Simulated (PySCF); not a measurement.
# C2H9AsSi: the cost of one run

The runs use PySCF 2.14.0, with density-fitted response routines of our own; the level of theory stands in each step. All values are computed, except where a source is named. Atoms are numbered from 0 throughout.

### 1 The starting structure

13 atoms, charge 0, multiplicity 1; geometry from: GFN2-xTB. The atoms were then displaced at random by about 0.01 Å, so the start is not that level's minimum.

Bonds of the start (Å): C0–C1 1.49, C1–As2 1.98, As2–Si3 2.36, C0–H4 1.09, C0–H5 1.10, C0–H6 1.11, C1–H7 1.07, C1–H8 1.08, As2–H9 1.52, Si3–H10 1.47, Si3–H11 1.46, Si3–H12 1.41.

### 2 Geometry optimisation at PBE0-D3(BJ)/def2-SVP

Job settings and geometry (Å):

```
{"job": {"xc": "PBE0", "basis": "def2-SVP", "d3": "d3bj", "grid": 1, "shake": 0.01, "kind": "geom"}, "charge": 0, "multiplicity": 1}
C     -1.643700     0.184370    -0.642190
C     -0.946590    -0.812080     0.223800
As     0.240080     0.090750     1.531340
Si     1.978810     0.679990     0.044510
H     -0.951990     0.778170    -1.246720
H     -2.360140    -0.274600    -1.333890
H     -2.224040     0.905220    -0.029340
H     -1.659690    -1.396710     0.774040
H     -0.369390    -1.492160    -0.379620
H      0.962210    -1.188000     1.936100
H      1.629620     1.963440    -0.582780
H      2.146430    -0.293890    -1.031640
H      3.204210     0.838630     0.726070
```

Run with:

```bash
> OMP_NUM_THREADS=1 python probes_run.py task.json out
```

One launch serves the whole session: the jobs run in the order shown.

Q: Estimate the wall time and peak memory of this first job on 1 thread of Arm Neoverse V2, shared host.

About 26 s, with a peak of 0.52 GiB.
